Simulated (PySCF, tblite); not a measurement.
# CH9FGe2N2: geometry, infrared bands and NMR shifts

Wanted: the infrared bands and NMR shifts of CH9FGe2N2 (`C[NH][GeH2][NH][GeH2][F]`), by calculation.

Computed with tblite 0.8.0 and PySCF 2.14.0, with density-fitted response routines of our own, on a single molecule in the gas phase. Atoms count from 0, in the outputs and in this text.

### 1 The molecule as given

15 atoms, charge 0, multiplicity 1; geometry from: force field or distance geometry start.

Bonds of the start (Å): C0–N1 1.40, N1–Ge2 1.82, Ge2–N3 1.80, N3–Ge4 1.80, Ge4–F5 1.76, C0–H6 1.11, C0–H7 1.11, C0–H8 1.12, N1–H9 1.01, Ge2–H10 1.57, Ge2–H11 1.56, N3–H12 1.02, Ge4–H13 1.56, Ge4–H14 1.57.

### 2 Optimising the geometry with GFN2-xTB

The job: settings as JSON, then the geometry in Å.

```
{"job": {"kind": "relax", "xc": "GFN2-xTB", "basis": "xTB"}, "charge": 0, "multiplicity": 1}
C     -2.483500     0.213000    -0.149100
N     -1.119500     0.383800    -0.397400
Ge    -0.050900    -1.077400    -0.564000
N      1.714000    -0.817600    -0.337100
Ge     2.336100     0.830500     0.022000
F      1.708500     1.475300     1.534200
H     -3.148500     1.016200    -0.526300
H     -2.816300    -0.741500    -0.611400
H     -2.709100     0.103600     0.938000
H     -0.746200     1.309000    -0.549800
H     -0.312900    -1.716800    -1.969800
H     -0.549800    -2.153300     0.456500
H      2.353400    -1.605800    -0.424700
H      3.895100     0.899400     0.116600
H      1.925100     1.889500    -1.065200
```

Started as:

```
OMP_NUM_THREADS=1 python probes_run.py task.json out
```

The driver reads the jobs from task.json and runs them one after another.

The log of the run:

```text
step      E/eV     max force
  0    -576.75589    2.364
  1    -576.90418    0.874
  2    -576.95434    0.520
  3    -576.99111    0.450
  4    -577.01066    0.424
  5    -577.03862    0.391
  6    -577.05324    0.414
  7    -577.06328    0.259
  8    -577.07138    0.282
  9    -577.08285    0.301
 10    -577.09353    0.356
 11    -577.10339    0.297
 12    -577.11501    0.299
 13    -577.13129    0.417
 14    -577.15030    0.522
 15    -577.16854    0.416
 16    -577.18038    0.273
 17    -577.18267    0.523
 18    -577.18998    0.228
 19    -577.19416    0.182
 20    -577.19831    0.136
 21    -577.19982    0.113
 22    -577.20128    0.108
 23    -577.20285    0.103
 24    -577.20468    0.108
 25    -577.20603    0.082
 26    -577.20687    0.063
 27    -577.20748    0.061
 28    -577.20815    0.090
 29    -577.20904    0.134
 30    -577.21020    0.143
 31    -577.21147    0.095
 32    -577.21275    0.084
 33    -577.21424    0.088
 34    -577.21638    0.181
 35    -577.21942    0.242
 36    -577.22297    0.219
 37    -577.22618    0.111
 38    -577.22860    0.118
 39    -577.23094    0.170
 40    -577.23436    0.188
 41    -577.23788    0.231
 42    -577.24074    0.214
 43    -577.24321    0.134
 44    -577.24515    0.146
 45    -577.24710    0.109
 46    -577.24988    0.124
 47    -577.25299    0.120
 48    -577.25377    0.088
 49    -577.25480    0.077
 50    -577.25712    0.096
 51    -577.25899    0.136
 52    -577.26103    0.114
 53    -577.26204    0.070
 54    -577.26258    0.059
 55    -577.26305    0.095
 56    -577.26373    0.108
 57    -577.26486    0.094
 58    -577.26572    0.098
 59    -577.26641    0.069
 60    -577.26728    0.096
 61    -577.26829    0.075
 62    -577.26904    0.062
 63    -577.26973    0.076
 64    -577.27047    0.079
 65    -577.27121    0.070
 66    -577.27188    0.059
 67    -577.27253    0.063
 68    -577.27317    0.068
 69    -577.27395    0.071
 70    -577.27489    0.075
 71    -577.27578    0.059
 72    -577.27633    0.067
 73    -577.27697    0.090
 74    -577.27748    0.080
 75    -577.27831    0.060
 76    -577.27861    0.056
 77    -577.27939    0.066
 78    -577.28003    0.088
 79    -577.28080    0.067
 80    -577.28134    0.050
 81    -577.28174    0.048
 82    -577.28208    0.063
 83    -577.28239    0.050
 84    -577.28278    0.056
 85    -577.28321    0.051
 86    -577.28349    0.042
 87    -577.28379    0.046
 88    -577.28412    0.064
 89    -577.28443    0.048
 90    -577.28471    0.061
 91    -577.28495    0.048
 92    -577.28523    0.049
 93    -577.28553    0.044
 94    -577.28577    0.041
 95    -577.28591    0.037
 96    -577.28600    0.038
 97    -577.28611    0.030
 98    -577.28626    0.027
 99    -577.28640    0.029
100    -577.28650    0.023
101    -577.28657    0.022
102    -577.28667    0.023
103    -577.28681    0.029
104    -577.28695    0.036
105    -577.28705    0.025
106    -577.28713    0.024
107    -577.28719    0.020
108    -577.28729    0.023
109    -577.28744    0.045
110    -577.28758    0.039
111    -577.28771    0.048
112    -577.28782    0.018
113    -577.28791    0.019
114    -577.28795    0.017
115    -577.28801    0.021
116    -577.28807    0.022
117    -577.28815    0.023
118    -577.28823    0.022
119    -577.28833    0.027
120    -577.28843    0.036
121    -577.28856    0.041
122    -577.28869    0.035
123    -577.28876    0.023
124    -577.28880    0.014
125    -577.28884    0.016
126    -577.28891    0.023
127    -577.28900    0.029
128    -577.28909    0.027
129    -577.28914    0.016
130    -577.28917    0.008
```

Wall time 2.8 s (1 thread of Intel Xeon at 2.50GHz, shared host); peak memory 0.18 GiB.

Step by step: (not every step is listed)

```csv
step,energy from step 0 (eV),largest force (eV/Å)
0,0.0000,2.3644
1,-0.1483,0.8737
2,-0.1984,0.5199
3,-0.2352,0.4501
4,-0.2548,0.4244
5,-0.2827,0.3914
6,-0.2973,0.4145
7,-0.3074,0.2586
8,-0.3155,0.2822
19,-0.4383,0.1821
30,-0.4543,0.1426
41,-0.4820,0.2306
52,-0.5051,0.1142
63,-0.5138,0.0762
74,-0.5216,0.0798
85,-0.5273,0.0512
96,-0.5301,0.0384
107,-0.5313,0.0203
118,-0.5323,0.0216
125,-0.5330,0.0161
126,-0.5330,0.0227
127,-0.5331,0.0295
128,-0.5332,0.0275
129,-0.5332,0.0159
130,-0.5333,0.0077
```

Close pairs (by a distance rule), those that changed most:

```csv
bond,before (Å),after (Å),change (Å)
Ge4–H14,1.572,1.487,-0.085
Ge4–H13,1.563,1.500,-0.063
Ge2–H10,1.566,1.509,-0.057
C0–N1,1.397,1.453,+0.056
Ge2–H11,1.565,1.523,-0.042
Ge2–N3,1.798,1.820,+0.022
C0–H7,1.112,1.090,-0.022
C0–H8,1.116,1.095,-0.021
```

The end geometry stands in the next job.

### 3 Infrared spectrum with GFN2-xTB

The job: settings as JSON, then the geometry in Å.

```
{"job": {"kind": "ir", "xc": "GFN2-xTB", "basis": "xTB"}, "charge": 0, "multiplicity": 1}
C     -2.471831     0.308997    -0.312661
N     -1.032291     0.228492    -0.130778
Ge    -0.076003    -1.262593    -0.475975
N      1.649992    -0.754193    -0.200595
Ge     2.281616     0.918021    -0.284812
F      2.040629     1.678210     1.289662
H     -2.768008     1.349052    -0.460019
H     -2.736756    -0.258058    -1.204988
H     -3.037354    -0.097171     0.532326
H     -0.739808     0.740362     0.692753
H     -0.342286    -1.576747    -1.928157
H     -0.286417    -2.520276     0.356377
H      2.261827    -1.449604     0.195902
H      3.776702     0.923032    -0.406903
H      1.475575     1.780466    -1.189700
```

The log of the run:

```text
mode    cm-1     km/mol
  1      36.2      4.04
  2      47.6      2.34
  3      75.1      3.47
  4     107.6      1.47
  5     136.0      3.02
  6     176.7      5.93
  7     200.3     25.00
  8     243.1     66.72
  9     290.8     20.84
 10     432.1     15.42
 11     455.1    135.21
 12     477.3     98.90
 13     519.3     58.76
 14     542.2     96.93
 15     575.2     41.60
 16     615.5     95.42
 17     641.6    187.32
 18     669.0    291.15
 19     690.5    226.92
 20     743.5    235.52
 21     769.6     77.73
 22     835.8    119.62
 23    1052.4     29.21
 24    1091.2    110.56
 25    1101.5     47.63
 26    1117.5     38.08
 27    1322.0     45.83
 28    1417.6      2.91
 29    1483.6      4.03
 30    1499.0      3.15
 31    1812.0    453.80
 32    1923.4    414.88
 33    1961.1    293.05
 34    2067.2    378.83
 35    2915.1     64.27
 36    2977.3     47.96
 37    2997.9     28.19
 38    3378.5      5.13
 39    3443.4      0.35
```

Run time: 1.5 s. Hardware: 1 thread of Intel Xeon at 2.50GHz, shared host; peak memory 0.18 GiB.

The strongest bands and the atoms that carry them (share of the mass-weighted mode):

```csv
cm⁻¹,km/mol,atoms
642,187.3,"H14 19 %, H9 18 %, H11 15 %, N3 14 %"
669,291.1,"H13 31 %, H14 29 %"
690,226.9,"H14 24 %, H13 22 %, H10 13 %, N3 12 %"
744,235.5,"H13 40 %, H14 29 %, H10 12 %"
1812,453.8,H11 98 %
1923,414.9,H10 97 %
1961,293.1,H13 92 %
2067,378.8,H14 92 %
```

### 4 Nuclear shieldings: PBE0/pcSseg-1

Settings changed since step 3:

```diff
@@ -1,2 +1,2 @@
-{"job": {"kind": "ir", "xc": "GFN2-xTB", "basis": "xTB"}, "charge": 0, "multiplicity": 1}
+{"job": {"kind": "nmr", "xc": "PBE0", "basis": "pcSseg-1"}, "charge": 0, "multiplicity": 1}
 C     -2.471831     0.308997    -0.312661
```

With the program's defaults for keys left out, this is: GIAO PBE0/pcSseg-1 NMR shielding, non-relativistic, gas phase.

The log of the run:

```text
coarse grid: 57800 points
cycle   1  E = -4405.4820847925  dE = -8.841e-01  |g| = 1.418e+00  |ddm| = 3.652e+00
cycle   2  E = -4405.2552479483  dE =  2.268e-01  |g| = 1.798e+00  |ddm| = 1.715e+00
cycle   3  E = -4405.6584659575  dE = -4.032e-01  |g| = 2.617e-01  |ddm| = 1.197e+00
cycle   4  E = -4405.6684710333  dE = -1.001e-02  |g| = 7.950e-02  |ddm| = 1.812e-01
cycle   5  E = -4405.6690880129  dE = -6.170e-04  |g| = 1.464e-02  |ddm| = 4.600e-02
cycle   6  E = -4405.6691245471  dE = -3.653e-05  |g| = 6.165e-03  |ddm| = 1.379e-02
cycle   7  E = -4405.6691316377  dE = -7.091e-06  |g| = 9.762e-04  |ddm| = 4.683e-03
final grid: 119224 points
cycle   8  E = -4405.6690353373  dE =  9.414e-09  |g| = 1.175e-03  |ddm| = 2.017e-03
cycle   9  E = -4405.6690350417  dE =  2.956e-07  |g| = 1.713e-03  |ddm| = 2.107e-03
cycle  10  E = -4405.6690356059  dE = -5.643e-07  |g| = 1.890e-04  |ddm| = 1.252e-03
cycle  11  E = -4405.6690356135  dE = -7.542e-09  |g| = 3.819e-05  |ddm| = 1.599e-04
cycle  12  E = -4405.6690356137  dE = -1.901e-10  |g| = 5.259e-06  |ddm| = 2.296e-05
converged SCF energy = -4405.6690356137

GIAO shielding tensors (ppm)
atom      isotropic    diamagn.    paramagn.     s11        s22        s33       span
  0 C      154.169     241.190     -87.021    128.128    146.731    187.648     59.520
  1 N      246.217     328.337     -82.120    197.669    249.477    291.506     93.837
  2 Ge    1352.025    2757.116   -1405.091   1288.773   1302.945   1464.356    175.583
  3 N      232.943     331.546     -98.602    194.082    239.454    265.295     71.213
  4 Ge    1320.892    2755.424   -1434.532   1206.524   1338.829   1417.324    210.800
  5 F      357.778     479.542    -121.763    283.249    362.403    427.683    144.434
  6 H       28.640      28.039       0.601     22.921     26.543     36.456     13.535
  7 H       29.120      28.591       0.529     24.517     26.975     35.868     11.351
  8 H       28.787      27.797       0.990     23.006     26.461     36.894     13.888
  9 H       31.630      37.197      -5.567     20.668     32.827     41.396     20.729
 10 H       26.638      29.927      -3.290     20.398     21.125     38.390     17.992
 11 H       26.178      29.586      -3.408     19.465     20.811     38.258     18.793
 12 H       30.687      32.746      -2.060     21.168     27.793     43.098     21.930
 13 H       26.303      27.363      -1.061     19.009     21.154     38.745     19.735
 14 H       26.197      29.400      -3.202     19.774     22.130     36.688     16.915
```

Wall time 1.8 min (1 thread of Intel Xeon at 2.50GHz, shared host); peak memory 0.82 GiB.

Shifts follow as δ = σ(reference) − σ, with reference shieldings (ppm) from runs at the same level and on the same kind of geometry: ¹H TMS 31.72, ¹³C TMS 186.9, ¹⁹F CFCl3 170.9, ¹⁵N NH3 267.7, ⁷³Ge GeMe4 1331. The references are single molecules in the gas phase, so shifts against H2O, NH3, PH3, H3PO4 or CFCl3 are not on the usual liquid scales and can be off by tens of ppm. Atoms listed in one row are averaged.

```csv
atoms,environment,σ (ppm),δ (ppm)
C0,methyl carbon bonded to N,154.2,32.8
"H13, H14","hydrogen on a germanium bonded to F, N",26.25,5.47
"H10, H11",hydrogen on a germanium bonded to 2 N,26.41,5.31
"H6, H7, H8",hydrogen on a methyl carbon bonded to N,28.85,2.87
H12,hydrogen on a nitrogen bonded to 2 Ge,30.69,1.03
H9,"hydrogen on a nitrogen bonded to C, Ge",31.63,0.09
N3,"nitrogen bonded to 2 Ge, H",232.9,34.8
N1,"nitrogen bonded to C, Ge, H",246.2,21.5
Ge4,"germanium bonded to F, N, 2 H",1321,10
Ge2,"germanium bonded to 2 N, 2 H",1352,-21
F5,fluorine bonded to Ge,357.8,-186.8
```

Charges from the same density, by scheme (e):

```csv
atoms,Mulliken,IAO,Hirshfeld,ESP fit
C0,-0.08,-0.30,-0.07,-0.31
N1,-0.77,-0.65,-0.24,-0.50
Ge2,0.85,0.89,0.42,0.60
N3,-0.97,-0.88,-0.34,-0.87
Ge4,0.89,1.03,0.46,0.71
F5,-0.52,-0.56,-0.28,-0.39
```

Mayer bond orders: C0–N1 0.97, N1–Ge2 0.90, Ge2–N3 0.83, N3–Ge4 0.92, Ge4–F5 0.77.

### 5 Outcome

| quantity | value |
| --- | --- |
| strongest single infrared mode (GFN2-xTB) | 1812 cm⁻¹, 454 km/mol |
| zero-point energy (GFN2-xTB) | 61.2 kcal/mol |
| ¹³C shifts against TMS (PBE0/pcSseg-1) | 32.8 ppm |
| ¹H shifts against TMS (PBE0/pcSseg-1, means over atoms taken as alike) | 5.47, 5.31, 2.87, 1.03, 0.09 ppm |
| ¹⁵N shifts against NH3 (PBE0/pcSseg-1) | 34.8, 21.5 ppm |
| ⁷³Ge shifts against GeMe4 (PBE0/pcSseg-1) | 10, -21 ppm |
| ¹⁹F shifts against CFCl3 (PBE0/pcSseg-1) | -186.8 ppm |

**Reading.** The optimisation took 130 steps and gained 0.533 eV; among the close pairs (by a distance rule), Ge4–H14 changed most, from 1.572 to 1.487 Å. All 39 modes are real, so the xTB geometry is a minimum. The strongest single mode, at 1812 cm⁻¹, moves mainly H11. GFN2-xTB is a fitted tight-binding method: band positions and strengths are rough. Its intensities can rank the bands wrongly. At PBE0/pcSseg-1: The largest span, 211 ppm, is at Ge4, where the paramagnetic term is -1435 ppm. Spin-orbit coupling is left out, which matters for shieldings and couplings at and beside the heavy atoms.
